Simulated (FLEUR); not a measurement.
# TaWC2 (R-3m) in FLEUR: further runs

The runs below take TaWC2 through band structure, equation of state, with r2SCAN.

Program: FLEUR MaX-R8.1 (later development tree). These are calculated values, not measurements. Logs are shortened: lines on timing, memory, paths and dates and some standing lists are left out, and cuts for length are marked.

## 1. The structure

The structure is trigonal, space group R-3m (No. 166). The conventional cell has a = 3.144 Å, b = 3.144 Å, c = 15.305 Å, α = 90.00°, β = 90.00°, γ = 120.00°. Around W (site symmetry -3m) lie 6 C at 2.21 Å. Ta (site symmetry -3m) is surrounded by 6 C at 2.23 Å. C (site symmetry 3m) is surrounded by 3 W at 2.21 Å and 3 Ta at 2.23 Å.

The cell comes from a database or a generator and needn't be the stable form of this composition.

## 2. Band structure, r2SCAN

inp.xml reads:

```xml
<?xml version="1.0" encoding="UTF-8" standalone="no"?>
<fleurInput fleurInputVersion="0.39">
   <comment>
      TaWC2                                                                                               
   </comment>
   <calculationSetup>
      <cutoffs Kmax="4.86" Gmax="15.1" GmaxXC="15.1" numbands="0"/>
      <scfLoop itmax="80" minDistance="0.0001" maxIterBroyd="30" imix="Anderson" alpha="0.05" precondParam="0.0" spinf="2.0" sdNocoIR="T"/>
      <coreElectrons ctail="F" frcor="F" kcrel="0" coretail_lmax="0"/>
      <xcFunctional name="LibXC" relativisticCorrections="F">
         <LibXCName exchange="mgga_x_r2scan" correlation="mgga_c_r2scan"/>
         <AuxGGA exchange="117" correlation="130"/>
      </xcFunctional>
      <magnetism jspins="1"/>
      <soc l_soc="F" theta="0.0" phi="0.0" spav="F"/>
      <expertModes spex="0" secvar="F"/>
      <geometryOptimization l_f="F" forcealpha="1.0" forcemix="BFGS" epsdisp="0.00001" epsforce="0.00001"/>
      <ldaU l_linMix="F" mixParam="0.05" spinf="1.0"/>
   </calculationSetup>
   <cell>
      <bzIntegration valenceElectrons="63.0" mode="hist" fermiSmearingEnergy="0.00183747">
         <kPointListSelection listName="default-1"/>
         <!-- k-points included here -->
         <xi:include xmlns:xi="http://www.w3.org/2001/XInclude" href="kpts.xml"> </xi:include>
      </bzIntegration>
      <!-- symmetry operations included here -->
[... 51 lines left out ...]
         <lo type="SCLO" l="1" n="2" eDeriv="2"/>
         <lo type="SCLO" l="2" n="3" eDeriv="2"/>
      </species>
   </atomSpecies>
   <atomGroups>
      <atomGroup species="Tungsten (W)">
         <relPos label="                   1">.0000000000 .0000000000 .0000000000</relPos>
         <force calculate="T" relaxXYZ="TTT"/>
      </atomGroup>
      <atomGroup species="Tantalum (Ta)">
         <relPos label="                   2">1.000/2.000 1.000/2.000 1.000/2.000</relPos>
         <force calculate="T" relaxXYZ="TTT"/>
      </atomGroup>
      <atomGroup species="Carbon (C)">
         <relPos label="                   3">.2509330000 .2509330000 .2509330000</relPos>
         <relPos label="                   4">-.2509330000 -.2509330000 -.2509330000</relPos>
         <force calculate="T" relaxXYZ="TTT"/>
      </atomGroup>
   </atomGroups>
   <output dos="F" band="F" slice="F">
      <checks vchk="F" cdinf="F"/>
      <bandDOS minEnergy="-.5*Htr" maxEnergy="0.5*Htr" sigma="0.015" storeEVData="T"/>
      <vacuumDOS vacdos="F" integ="F" star="F" nstars="0" locx1="0.0" locy1="0.0" locx2="0.0" locy2="0.0" nstm="0" tworkf="0.0"/>
      <unfoldingBand unfoldBand="F" supercellX="1" supercellY="1" supercellZ="1"/>
      <plotting iplot="0" polar="F">
         <plot TwoD="T" vec1="  1.0  0.0  0.0" vec2="  0.0  1.0  0.0" vec3="  0.0  0.0  1.0" zero="  0.0  0.0  0.0" file="plot"/>
      </plotting>
      <chargeDensitySlicing numkpt="0" minEigenval="0.0" maxEigenval="0.0" nnne="0" pallst="F"/>
      <specialOutput eonly="F"/>
      <moessbauerParams electricFieldGradient="T" isomerShift="T" coreHyperfine="T" valenceHyperfine="T"/>
      <magneticCircularDichroism mcd="F" energyLo="-10.0" energyUp="0.0"/>
   </output>
  <!-- We include the file relax.xml here to enable relaxations (see documentation) -->
  <xi:include xmlns:xi="http://www.w3.org/2001/XInclude" href="relax.xml"> <xi:fallback/> </xi:include>
</fleurInput>
```

crystal.txt reads:

```
TaWC2
&input cartesian=F /
1.5718551461  0.9075109917  5.1016196719
-1.5718551461  0.9075109917  5.1016196719
0.0000000000  -1.8150219835  5.1016196719
1.8897261246
1.0 1.0 1.0

4
74 0.0000000000  0.0000000000  0.0000000000
73 0.5000000000  0.5000000000  0.5000000000
6 0.2509330000  0.2509330000  0.2509330000
6 0.7490670000  0.7490670000  0.7490670000

&kpt div1=10 div2=10 div3=10 gamma=T /
```

inp.xml (bands) reads:

```
<?xml version="1.0" encoding="UTF-8" standalone="no"?>
<fleurInput fleurInputVersion="0.39">
   <comment>
      TaWC2                                                                                               
   </comment>
   <calculationSetup>
      <cutoffs Kmax="4.86" Gmax="15.1" GmaxXC="15.1" numbands="0"/>
      <scfLoop itmax="80" minDistance="0.0001" maxIterBroyd="30" imix="Anderson" alpha="0.05" precondParam="0.0" spinf="2.0" sdNocoIR="T"/>
      <coreElectrons ctail="F" frcor="F" kcrel="0" coretail_lmax="0"/>
      <xcFunctional name="LibXC" relativisticCorrections="F">
         <LibXCName exchange="mgga_x_r2scan" correlation="mgga_c_r2scan"/>
         <AuxGGA exchange="117" correlation="130"/>
      </xcFunctional>
      <magnetism jspins="1"/>
      <soc l_soc="F" theta="0.0" phi="0.0" spav="F"/>
      <expertModes spex="0" secvar="F"/>
      <geometryOptimization l_f="F" forcealpha="1.0" forcemix="BFGS" epsdisp="0.00001" epsforce="0.00001"/>
      <ldaU l_linMix="F" mixParam="0.05" spinf="1.0"/>
   </calculationSetup>
   <cell>
      <bzIntegration valenceElectrons="63.0" mode="hist" fermiSmearingEnergy="0.00183747">
         <kPointListSelection listName="path-1"/>
         <!-- k-points included here -->
         <xi:include xmlns:xi="http://www.w3.org/2001/XInclude" href="kpts.xml"> </xi:include>
      </bzIntegration>
[... 52 lines left out ...]
         <lo type="SCLO" l="1" n="2" eDeriv="2"/>
         <lo type="SCLO" l="2" n="3" eDeriv="2"/>
      </species>
   </atomSpecies>
   <atomGroups>
      <atomGroup species="Tungsten (W)">
         <relPos label="                   1">.0000000000 .0000000000 .0000000000</relPos>
         <force calculate="T" relaxXYZ="TTT"/>
      </atomGroup>
      <atomGroup species="Tantalum (Ta)">
         <relPos label="                   2">1.000/2.000 1.000/2.000 1.000/2.000</relPos>
         <force calculate="T" relaxXYZ="TTT"/>
      </atomGroup>
      <atomGroup species="Carbon (C)">
         <relPos label="                   3">.2509330000 .2509330000 .2509330000</relPos>
         <relPos label="                   4">-.2509330000 -.2509330000 -.2509330000</relPos>
         <force calculate="T" relaxXYZ="TTT"/>
      </atomGroup>
   </atomGroups>
   <output dos="F" band="T" slice="F">
      <checks vchk="F" cdinf="F"/>
      <bandDOS minEnergy="-.5*Htr" maxEnergy="0.5*Htr" sigma="0.015" storeEVData="T"/>
      <vacuumDOS vacdos="F" integ="F" star="F" nstars="0" locx1="0.0" locy1="0.0" locx2="0.0" locy2="0.0" nstm="0" tworkf="0.0"/>
      <unfoldingBand unfoldBand="F" supercellX="1" supercellY="1" supercellZ="1"/>
      <plotting iplot="0" polar="F">
         <plot TwoD="T" vec1="  1.0  0.0  0.0" vec2="  0.0  1.0  0.0" vec3="  0.0  0.0  1.0" zero="  0.0  0.0  0.0" file="plot"/>
      </plotting>
      <chargeDensitySlicing numkpt="0" minEigenval="0.0" maxEigenval="0.0" nnne="0" pallst="F"/>
      <specialOutput eonly="F"/>
      <moessbauerParams electricFieldGradient="T" isomerShift="T" coreHyperfine="T" valenceHyperfine="T"/>
      <magneticCircularDichroism mcd="F" energyLo="-10.0" energyUp="0.0"/>
   </output>
  <!-- We include the file relax.xml here to enable relaxations (see documentation) -->
  <xi:include xmlns:xi="http://www.w3.org/2001/XInclude" href="relax.xml"> <xi:fallback/> </xi:include>
</fleurInput>
```

Potentials or basis: all-electron, FLAPW.

Launch:

```console
$ inpgen -f crystal.txt -profile fastHighL
$ # inp.xml edited to the form shown
$ fleur_MPI
$ fleur_MPI   # second run, on inp.xml (bands)
```

Standard output:

```text
Welcome to FLEUR        (www.flapw.de)
      MaX-Release 8.1          (www.max-centre.eu)
 func_ids         498         497         498         497
 MetaGGA potential functional detected - V_tau will be computed
 Auxiliary Potential for radial basis: exchange=         117  correlation=         130
The functional 'Re-regularized SCAN exchange by Furness et al' is an exchange functional, it belongs to the 'MGGA' family and is defined in the reference(s):
[1] J. W. Furness, A. D. Kaplan, J. Ning, J. P. Perdew, and J. Sun.,  J. Phys. Chem. Lett. 11, 8208-8215 (2020)
[2] J. W. Furness, A. D. Kaplan, J. Ning, J. P. Perdew, and J. Sun.,  J. Phys. Chem. Lett. 11, 9248-9248 (2020)
The functional 'Re-regularized SCAN correlation by Furness et al' is a correlation functional, it belongs to the 'MGGA' family and is defined in the reference(s):
[1] J. W. Furness, A. D. Kaplan, J. Ning, J. P. Perdew, and J. Sun.,  J. Phys. Chem. Lett. 11, 8208-8215 (2020)
[2] J. W. Furness, A. D. Kaplan, J. Ning, J. P. Perdew, and J. Sun.,  J. Phys. Chem. Lett. 11, 9248-9248 (2020)
 Using same functional for VXC and EXC

 ========== k-point set info ==========
 Selected k-point list: default-1
 k-point list type: mesh
 10 x 10 x 10
 Number of k points: 116

 ------------Calculation Setup---------------------------
 Number of MPI-tasks      :            1
 Number of PE/node        :            1
 Number of OMP-threads    :            1
 Most efficient MPI parallelization for:
           1           2           4          29          58         116
 Additional eigenvalue parallelization possible
 Number of basis functions:          700
 Approximate size of matrices (H+S) per k-point:         0.007 GB
 --------------------------------------------------------
The functional 'Hammer, Hansen, and Norskov' is an exchange functional, it belongs to the 'GGA' family and is defined in the reference(s):
[1] B. Hammer, L. B. Hansen, and J. K. Nørskov.,  Phys. Rev. B 59, 7413 (1999)
The functional 'Perdew, Burke & Ernzerhof' is a correlation functional, it belongs to the 'GGA' family and is defined in the reference(s):
[1] J. P. Perdew, K. Burke, and M. Ernzerhof.,  Phys. Rev. Lett. 77, 3865 (1996)
[2] J. P. Perdew, K. Burke, and M. Ernzerhof.,  Phys. Rev. Lett. 78, 1396 (1997)
 Using same functional for VXC and EXC
 Using auxiliary GGA potential for the first iteration of MetaGGA calculation.
 Reset of history
 Reset of history
 Iteration:     1   Distance:      55.19839033 me/bohr^3
The functional 'Hammer, Hansen, and Norskov' is an exchange functional, it belongs to the 'GGA' family and is defined in the reference(s):
[1] B. Hammer, L. B. Hansen, and J. K. Nørskov.,  Phys. Rev. B 59, 7413 (1999)
The functional 'Perdew, Burke & Ernzerhof' is a correlation functional, it belongs to the 'GGA' family and is defined in the reference(s):
[1] J. P. Perdew, K. Burke, and M. Ernzerhof.,  Phys. Rev. Lett. 77, 3865 (1996)
[2] J. P. Perdew, K. Burke, and M. Ernzerhof.,  Phys. Rev. Lett. 78, 1396 (1997)
 Using same functional for VXC and EXC
 Iteration:     2   Distance:      50.69196019 me/bohr^3
The functional 'Hammer, Hansen, and Norskov' is an exchange functional, it belongs to the 'GGA' family and is defined in the reference(s):
[1] B. Hammer, L. B. Hansen, and J. K. Nørskov.,  Phys. Rev. B 59, 7413 (1999)
The functional 'Perdew, Burke & Ernzerhof' is a correlation functional, it belongs to the 'GGA' family and is defined in the reference(s):
[1] J. P. Perdew, K. Burke, and M. Ernzerhof.,  Phys. Rev. Lett. 77, 3865 (1996)
[2] J. P. Perdew, K. Burke, and M. Ernzerhof.,  Phys. Rev. Lett. 78, 1396 (1997)
 Using same functional for VXC and EXC
 Iteration:     3   Distance:      47.45558319 me/bohr^3
The functional 'Hammer, Hansen, and Norskov' is an exchange functional, it belongs to the 'GGA' family and is defined in the reference(s):
[1] B. Hammer, L. B. Hansen, and J. K. Nørskov.,  Phys. Rev. B 59, 7413 (1999)
The functional 'Perdew, Burke & Ernzerhof' is a correlation functional, it belongs to the 'GGA' family and is defined in the reference(s):
[1] J. P. Perdew, K. Burke, and M. Ernzerhof.,  Phys. Rev. Lett. 77, 3865 (1996)
[2] J. P. Perdew, K. Burke, and M. Ernzerhof.,  Phys. Rev. Lett. 78, 1396 (1997)
 Using same functional for VXC and EXC
 Iteration:     4   Distance:      25.37774654 me/bohr^3
The functional 'Hammer, Hansen, and Norskov' is an exchange functional, it belongs to the 'GGA' family and is defined in the reference(s):
[1] B. Hammer, L. B. Hansen, and J. K. Nørskov.,  Phys. Rev. B 59, 7413 (1999)
The functional 'Perdew, Burke & Ernzerhof' is a correlation functional, it belongs to the 'GGA' family and is defined in the reference(s):
[1] J. P. Perdew, K. Burke, and M. Ernzerhof.,  Phys. Rev. Lett. 77, 3865 (1996)
[2] J. P. Perdew, K. Burke, and M. Ernzerhof.,  Phys. Rev. Lett. 78, 1396 (1997)
 Using same functional for VXC and EXC
 Iteration:     5   Distance:      14.13983737 me/bohr^3
The functional 'Hammer, Hansen, and Norskov' is an exchange functional, it belongs to the 'GGA' family and is defined in the reference(s):
[1] B. Hammer, L. B. Hansen, and J. K. Nørskov.,  Phys. Rev. B 59, 7413 (1999)
The functional 'Perdew, Burke & Ernzerhof' is a correlation functional, it belongs to the 'GGA' family and is defined in the reference(s):
[1] J. P. Perdew, K. Burke, and M. Ernzerhof.,  Phys. Rev. Lett. 77, 3865 (1996)
[2] J. P. Perdew, K. Burke, and M. Ernzerhof.,  Phys. Rev. Lett. 78, 1396 (1997)
 Using same functional for VXC and EXC
 Iteration:     6   Distance:       6.62851927 me/bohr^3
The functional 'Hammer, Hansen, and Norskov' is an exchange functional, it belongs to the 'GGA' family and is defined in the reference(s):
[1] B. Hammer, L. B. Hansen, and J. K. Nørskov.,  Phys. Rev. B 59, 7413 (1999)
The functional 'Perdew, Burke & Ernzerhof' is a correlation functional, it belongs to the 'GGA' family and is defined in the reference(s):
[1] J. P. Perdew, K. Burke, and M. Ernzerhof.,  Phys. Rev. Lett. 77, 3865 (1996)
[2] J. P. Perdew, K. Burke, and M. Ernzerhof.,  Phys. Rev. Lett. 78, 1396 (1997)
 Using same functional for VXC and EXC
[... 54 lines left out ...]
[2] J. P. Perdew, K. Burke, and M. Ernzerhof.,  Phys. Rev. Lett. 78, 1396 (1997)
 Using same functional for VXC and EXC
 Iteration:    15   Distance:       0.00652485 me/bohr^3
The functional 'Hammer, Hansen, and Norskov' is an exchange functional, it belongs to the 'GGA' family and is defined in the reference(s):
[1] B. Hammer, L. B. Hansen, and J. K. Nørskov.,  Phys. Rev. B 59, 7413 (1999)
The functional 'Perdew, Burke & Ernzerhof' is a correlation functional, it belongs to the 'GGA' family and is defined in the reference(s):
[1] J. P. Perdew, K. Burke, and M. Ernzerhof.,  Phys. Rev. Lett. 77, 3865 (1996)
[2] J. P. Perdew, K. Burke, and M. Ernzerhof.,  Phys. Rev. Lett. 78, 1396 (1997)
 Using same functional for VXC and EXC
 Iteration:    16   Distance:       0.00295394 me/bohr^3
The functional 'Hammer, Hansen, and Norskov' is an exchange functional, it belongs to the 'GGA' family and is defined in the reference(s):
[1] B. Hammer, L. B. Hansen, and J. K. Nørskov.,  Phys. Rev. B 59, 7413 (1999)
The functional 'Perdew, Burke & Ernzerhof' is a correlation functional, it belongs to the 'GGA' family and is defined in the reference(s):
[1] J. P. Perdew, K. Burke, and M. Ernzerhof.,  Phys. Rev. Lett. 77, 3865 (1996)
[2] J. P. Perdew, K. Burke, and M. Ernzerhof.,  Phys. Rev. Lett. 78, 1396 (1997)
 Using same functional for VXC and EXC
 Iteration:    17   Distance:       0.00077361 me/bohr^3
The functional 'Hammer, Hansen, and Norskov' is an exchange functional, it belongs to the 'GGA' family and is defined in the reference(s):
[1] B. Hammer, L. B. Hansen, and J. K. Nørskov.,  Phys. Rev. B 59, 7413 (1999)
The functional 'Perdew, Burke & Ernzerhof' is a correlation functional, it belongs to the 'GGA' family and is defined in the reference(s):
[1] J. P. Perdew, K. Burke, and M. Ernzerhof.,  Phys. Rev. Lett. 77, 3865 (1996)
[2] J. P. Perdew, K. Burke, and M. Ernzerhof.,  Phys. Rev. Lett. 78, 1396 (1997)
 Using same functional for VXC and EXC
 Iteration:    18   Distance:       0.00065856 me/bohr^3
The functional 'Hammer, Hansen, and Norskov' is an exchange functional, it belongs to the 'GGA' family and is defined in the reference(s):
[1] B. Hammer, L. B. Hansen, and J. K. Nørskov.,  Phys. Rev. B 59, 7413 (1999)
The functional 'Perdew, Burke & Ernzerhof' is a correlation functional, it belongs to the 'GGA' family and is defined in the reference(s):
[1] J. P. Perdew, K. Burke, and M. Ernzerhof.,  Phys. Rev. Lett. 77, 3865 (1996)
[2] J. P. Perdew, K. Burke, and M. Ernzerhof.,  Phys. Rev. Lett. 78, 1396 (1997)
 Using same functional for VXC and EXC
 Iteration:    19   Distance:       0.00009853 me/bohr^3

 ********************************************************************
 Run finished successfully
 Stop message:
   all done
 ********************************************************************
```

It took 13 min on 1 thread of Arm Neoverse V1, shared host; peak memory 0.17 GiB.

Results:

```
Free energy                                           : -867116.4490 eV
Band gap along the path                               : none (metal or under the smearing width)
Valence electrons inside the program's atomic spheres : W 25.64; Ta 24.66; C 2.39 (radii W 2.39, Ta 2.42, C 1.48 bohr)
```

Levels at the corners of the path, in eV from the Fermi level:
| point | band 30 | band 31 | band 32 | band 33 | band 34 | band 35 |
| --- | --- | --- | --- | --- | --- | --- |
| Γ | -2.11 | -0.94 | -0.94 | -0.87 | -0.26 | -0.26 |
| L | -4.73 | -1.37 | -0.71 | 1.49 | 2.25 | 3.20 |
| B1 | -5.24 | -0.42 | -0.08 | 1.25 | 2.27 | 3.08 |
| B | -5.24 | -0.42 | -0.08 | 1.25 | 2.27 | 3.08 |
| Z | -4.63 | -1.01 | -1.01 | 0.22 | 0.24 | 0.24 |
| Γ | -2.11 | -0.94 | -0.94 | -0.87 | -0.26 | -0.26 |
| X | -5.13 | -0.48 | 0.63 | 0.79 | 2.10 | 3.09 |
| Q | -5.13 | -0.48 | 0.63 | 0.79 | 2.10 | 3.09 |
| F | -2.41 | -2.34 | 1.26 | 1.70 | 1.81 | 2.66 |
| P1 | -2.78 | -2.40 | 1.26 | 1.44 | 2.10 | 2.43 |
| Z | -4.63 | -1.01 | -1.01 | 0.22 | 0.24 | 0.24 |
| L | -4.73 | -1.37 | -0.71 | 1.49 | 2.25 | 3.20 |
| P | -2.78 | -2.40 | 1.26 | 1.44 | 2.10 | 2.43 |

Core levels (eV from the Fermi level):
```tsv
atom	levels
1 W	1s1/2 -69399.2, 2s1/2 -11966.9, 2p1/2 -11441.3, 2p3/2 -10088.5, 3s1/2 -2753.1, 3p1/2 -2519.5, 3p3/2 -2226.9, 4s1/2 -565.0, 3d3/2 -1834.6, 3d5/2 -1771.0, 4p1/2 -468.2, 4p3/2 -400.4, 4d3/2 -241.6, 4d5/2 -229.1
2 Ta	1s1/2 -67278.4, 2s1/2 -11548.2, 2p1/2 -11034.2, 2p3/2 -9764.0, 3s1/2 -2642.4, 3p1/2 -2414.4, 3p3/2 -2140.9, 4s1/2 -535.6, 3d3/2 -1757.0, 3d5/2 -1697.5, 4p1/2 -441.7, 4p3/2 -378.8, 4d3/2 -224.7, 4d5/2 -213.1
3 C	1s1/2 -266.6
4 C	1s1/2 -266.6
```

Caveat: the meta-GGA is that of a development version, with a GGA for the radial functions and cores and without core tails; spin-orbit coupling is left out, which moves the levels of the heavy elements.

(Part 1 of 2 ends here.)
